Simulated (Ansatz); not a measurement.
I need a ladder of methods at one geometry of CH7AlO2Si, SMILES O[SiH2]C[O][AlH2]. Use Ansatz 0.2.0 through its Python package. Level of theory (for the species named): LDA, cc-pVDZ basis, multiplicity 1. The script varies functional: lda, revpbe, hf, r2scan, pbe0.

```yaml
atoms:
  - { symbol: O, position_ang: [-2.0099, 1.4892, -0.2138] }
  - { symbol: Si, position_ang: [-1.6257, 0.0422, 0.5066] }
  - { symbol: C, position_ang: [0.0138, -0.4950, -0.1437] }
  - { symbol: O, position_ang: [1.0694, 0.4952, 0.1960] }
  - { symbol: Al, position_ang: [2.6668, -0.0349, -0.4428] }
  - { symbol: H, position_ang: [-2.9417, 1.7699, 0.1632] }
  - { symbol: H, position_ang: [-2.5985, -0.9758, 0.1813] }
  - { symbol: H, position_ang: [-1.5168, 0.2325, 1.9599] }
  - { symbol: H, position_ang: [-0.0354, -0.6017, -1.1908] }
  - { symbol: H, position_ang: [0.2923, -1.4679, 0.3770] }
  - { symbol: H, position_ang: [3.6174, -0.9031, 0.5210] }
  - { symbol: H, position_ang: [3.1455, 0.3942, -1.8798] }
```

`methods_ch7alo2si.py`:
```python
'''CH7AlO2Si at several levels of theory.'''

from pathlib import Path

import ansatz as az
import numpy as np


def main() -> None:
    geometry_ang = [
        ('O', [-2.0099, 1.4892, -0.2138]),
        ('Si', [-1.6257, 0.0422, 0.5066]),
        ('C', [0.0138, -0.495, -0.1437]),
        ('O', [1.0694, 0.4952, 0.196]),
        ('Al', [2.6668, -0.0349, -0.4428]),
        ('H', [-2.9417, 1.7699, 0.1632]),
        ('H', [-2.5985, -0.9758, 0.1813]),
        ('H', [-1.5168, 0.2325, 1.9599]),
        ('H', [-0.0354, -0.6017, -1.1908]),
        ('H', [0.2923, -1.4679, 0.377]),
        ('H', [3.6174, -0.9031, 0.521]),
        ('H', [3.1455, 0.3942, -1.8798]),
    ]
    mol = az.Crystal.molecule()
    for symbol, xyz in geometry_ang:
        mol = mol.atom(symbol, xyz)

    job = mol.calculation().basis(gaussian='cc-pVDZ')

    print('functional    E (Ha)        dipole (D)   HOMO (eV)  LUMO (eV)')
    for name in ['lda', 'revpbe', 'hf', 'r2scan', 'pbe0']:
        data = job.functional(name).forces().orbitals().run(threads=1, backend='cpu', runs_dir='runs').report
        lines = Path(data['orbitals_path']).read_text().splitlines()
        field_of = lambda key: [line.split('=')[1].strip() for line in lines if line.startswith(key)]
        orbitals = [(27.211386 * float(e), s, float(n)) for e, s, n in zip(field_of('Ene='), field_of('Spin='), field_of('Occup='))]
        homo = max(e for e, _, n in orbitals if n > 0.5)
        lumo = min(e for e, _, n in orbitals if n < 0.5)
        dipole = 4.803205 * np.linalg.norm(data['charge_distribution']['dipole_moment_e_ang'])
        print(f'{name:10s} {data["free_energy_ev"] / 27.211386246:14.6f} {dipole:9.3f} {homo:11.3f} {lumo:10.3f}')


if __name__ == '__main__':
    main()
```

```console
$ python methods_ch7alo2si.py
functional    E (Ha)        dipole (D)   HOMO (eV)  LUMO (eV)
lda           -720.988447     1.492      -5.919     -2.375
revpbe        -724.525800     1.421      -5.784     -2.019
hf            -722.551437     1.914     -11.156      1.388
r2scan        -724.553156     1.536      -6.178     -1.785
pbe0          -724.256397     1.568      -7.413     -1.358
```

Notes:
- Total energies depend on the basis set; only differences at equal settings carry meaning.
- The geometry is a force-field or estimated start, not a minimum of this method, and the basis set is short of its limit. A lower total doesn't mark the better method: functionals have no common bound, and MP2 and coupled cluster aren't variational.
- Levels such as HOMO and LUMO are orbital energies: with these approximate functionals they aren't the ionisation energy and electron affinity, and their gap isn't the fundamental gap.
- For Al to Cl the sets with a tight d function, cc-pV(X+d)Z, are usual.
- Wall time of the script: 32 s on 1 thread of Intel(R) Xeon(R) Platinum 8375C CPU @ 2.90GHz (Ice Lake) (shared host), peak memory 0.31 GiB.

(Lines on the test bed's own set-up are left out of the output.)
